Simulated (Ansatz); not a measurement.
# CH4SeZn: the cost of one run

Program: Ansatz 0.2.0. Level of theory: UHF/def2-SVP. These are calculated values, not measurements.

**1. The starting structure**

Bond lengths: Zn1–C2 1.862 Å, C2–Se3 1.924 Å, Zn1–H4 0.550 Å, C2–H5 1.093 Å, C2–H6 1.094 Å, Se3–H7 1.513 Å. Angles: Zn1–C2–Se3 102.4°, Zn1–C2–H5 111.4°, Zn1–C2–H6 113.9°, Se3–C2–H5 110.0°, Se3–C2–H6 109.3°, H5–C2–H6 109.6°, C2–Zn1–H4 137.6°, C2–Se3–H7 92.9°.

Structure file:

```xyz
7

Zn   -1.3536    0.5341   -0.2844
C     0.0188   -0.4643    0.4827
Se    1.5445    0.6853    0.2511
H    -1.6146    0.5614   -0.7675
H    -0.1611   -0.6374    1.5465
H     0.2058   -1.4190   -0.0175
H     1.4215    0.6720   -1.2567
```

**2. Relaxing end A**

input.yaml

```yaml
crystal:
  periodic: [false, false, false]
  atoms:
    - { symbol: Zn, position_ang: [-1.3536, 0.5341, -0.2844] }
    - { symbol: C, position_ang: [0.0188, -0.4643, 0.4827] }
    - { symbol: Se, position_ang: [1.5445, 0.6853, 0.2511] }
    - { symbol: H, position_ang: [-1.6146, 0.5614, -0.7675] }
    - { symbol: H, position_ang: [-0.1611, -0.6374, 1.5465] }
    - { symbol: H, position_ang: [0.2058, -1.419, -0.0175] }
    - { symbol: H, position_ang: [1.4215, 0.672, -1.2567] }
magnetization:
  spin_polarized: true
basis:
  gaussian: { orbitals: def2-SVP }
hamiltonian:
  xc: hf
relax:
  f_tol: 0.02
  max_steps: 50
```

The run is started by

```console
> ansatz run input.yaml --threads 2 --pin off --max-ram 3072MiB --backend cpu --events-out ev --progress --plain --runs-dir out
```

Q: Estimate wall time and peak memory on 2 threads of Intel Xeon Platinum 8259CL at 2.50GHz (Skylake/Cascade Lake), shared host.

About 90 s, with a peak of 0.31 GiB.
